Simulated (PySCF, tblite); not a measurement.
**C3H8FOSi2 radical: geometry, infrared bands and EPR parameters**

Aim: predict the infrared bands and EPR parameters of C3H8FOSi2 radical (`COC1[SiH2][C](F)[SiH2]1`).

Computed with tblite 0.8.0 and PySCF 2.14.0, with density-fitted response routines of our own, on a single molecule in the gas phase. Atoms count from 0, in the outputs and in this text.

### Step 1. Starting geometry

15 atoms, charge 0, multiplicity 2; geometry from: force field or distance geometry start.

Bonds of the start (Å): C0–O1 1.39, O1–C2 1.37, C2–Si3 1.88, Si3–C4 1.88, C4–F5 1.39, C4–Si6 1.86, Si6–C2 1.86, C0–H7 1.12, C0–H8 1.11, C0–H9 1.11, C2–H10 1.09, Si3–H11 1.45, Si3–H12 1.48, Si6–H13 1.48, Si6–H14 1.44.

### Step 2. Optimising the geometry with GFN2-xTB

The job: settings as JSON, then the geometry in Å.

```
{"job": {"kind": "relax", "xc": "GFN2-xTB", "basis": "xTB"}, "charge": 0, "multiplicity": 2}
C      2.244200    -0.190900    -0.885300
O      1.305200     0.334500    -0.000400
C      0.035400    -0.163100    -0.159500
Si    -1.177400     1.276700    -0.147500
C     -2.347800     0.115000     0.761700
F     -2.991700    -0.648600    -0.208700
Si    -0.815300    -0.733400     1.398200
H      3.228600     0.287900    -0.636800
H      1.976800     0.138000    -1.906500
H      2.313200    -1.299100    -0.802000
H     -0.150500    -0.887500    -0.959300
H     -1.620600     1.727700    -1.446900
H     -0.728700     2.309800     0.813700
H     -0.286100    -0.099700     2.621000
H     -0.989600    -2.159300     1.536200
```

On the command line:

```console
$ OMP_NUM_THREADS=1 python probes_run.py task.json out
```

One launch serves the whole session: the jobs run in the order shown.

**Question.** This job is followed by: GFN2-xTB harmonic vibrations, gas phase; UKS B3LYP, pcH-1 on C F H O Si, non-relativistic, mean-field spin-orbit, GIAO. What will the session give for the following? strongest single infrared mode (GFN2-xTB); zero-point energy (GFN2-xTB); g(iso) (B3LYP); ⟨S²⟩; largest a(iso) (averaged by class); potential on the surface of density 0.002 e/bohr³, 1st and 99th percentile.

**Answer**, as computed:

| quantity | value |
| --- | --- |
| strongest single infrared mode (GFN2-xTB) | 2218 cm⁻¹, 622 km/mol |
| zero-point energy (GFN2-xTB) | 60.3 kcal/mol |
| g(iso) (B3LYP) | 2.00439 |
| ⟨S²⟩ | 0.754 (exact 0.75) |
| largest a(iso) (averaged by class) | 19F on F5, 150.5 MHz |
| potential on the surface of density 0.002 e/bohr³, 1st and 99th percentile | -1.27 V and 1.25 V |

In words: The optimisation took 143 steps and gained 1.090 eV; among the close pairs (by a distance rule), C2–Si6 changed most, from 1.864 to 1.934 Å. All 39 modes are real, so the xTB geometry is a minimum. The strongest single mode, at 2218 cm⁻¹, moves mainly H14 and H11. GFN2-xTB is a fitted tight-binding method: band positions and strengths are rough. Its intensities can rank the bands wrongly. C4 carries the largest spin population, 0.84 e. The isotropic g lies 2.1 ppt above the free-electron value. The conformer search found further structures of the same energy, which may be mirror or relabelled copies of this one.
